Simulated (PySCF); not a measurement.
# KH: from the state search to spectroscopic constants

The task here is to estimate one member of a computed series from the others.

Program: PySCF 2.14.0. Level of theory: K def2-TZVP, H def2-TZVP, no relativity. These are calculated values, not measurements.

The first run:

Settings of the job:

| Property | Result |
| --- | --- |
| atoms | K, H |
| charge | 0 |
| basis | K def2-TZVP, H def2-TZVP |
| Hamiltonian | no relativity |
| basis functions | 39 |
| electrons treated | 20 |
| masses in u | 38.9637, 1.0078 |
| levels | PBE0, PBE, r²SCAN, BP86, M06-2X, M06, HF, MP2, SCS-MP2, CCSD, CCSD(T) |
| grid | 80 radial by 434 angular points |
| occupations | held fixed by the projection of orbital angular momentum |
| dissociation limit | K + H, each in its ground configuration |
| starting distance in angstrom | 2.265 |
| values of 2S to try | 0, 2 |

Run with:

```sh
$ OMP_NUM_THREADS=1 python dia.py task.json out
```

Among the steps run: The job; The PBE0 curve of the state that the search chose; Other states along the same grid; PBE (GGA); r²SCAN (meta-GGA); BP86 (GGA); M06-2X (hybrid meta-GGA); M06; RHF (mean field); Correlated methods on the Hartree–Fock reference.

One table of the session follows, with a row left open; its other results are not shown here.

It belongs to the step «The curves together». Energy (eV) from each level's lowest point:

```
R (Å)    RHF  RHF-MP2  RHF-SCS-MP2  RHF-CCSD  RHF-CCSD(T)
1.948  0.345    0.248        0.259       n/a          n/a
2.038  0.182    0.115        0.122     0.126        0.124
2.129  0.078    0.038        0.041     0.045        0.043
2.197  0.031    0.009        0.010     0.012        0.012
2.265      ?        ?            ?         ?            ?
2.333  0.000    0.008        0.007     0.004        0.004
2.424  0.015    0.040        0.036     0.030        0.031
2.537  0.063    0.106        0.100     0.087        0.087
2.673  0.152    0.211        0.202     0.179        0.179
2.854  0.304    0.378        0.366       n/a          n/a
```

Estimate the missing values for R (Å) = 2.265.

Worked estimate for «RHF». A straight line through the neighbours (2.197, 0.031) and (2.333, 0.000) gives 0.031 + (0.000 − 0.031) × (2.265 − 2.197) / (2.333 − 2.197) = 0.015; a parabola fitted to 4 rows on both sides gives 0.007.

The run gave: RHF: 0.006; RHF-MP2: 0.000; RHF-SCS-MP2: 0.000; RHF-CCSD: 0.000; RHF-CCSD(T): 0.000. In «RHF» the line misses by +0.009 and the parabola by +0.001.
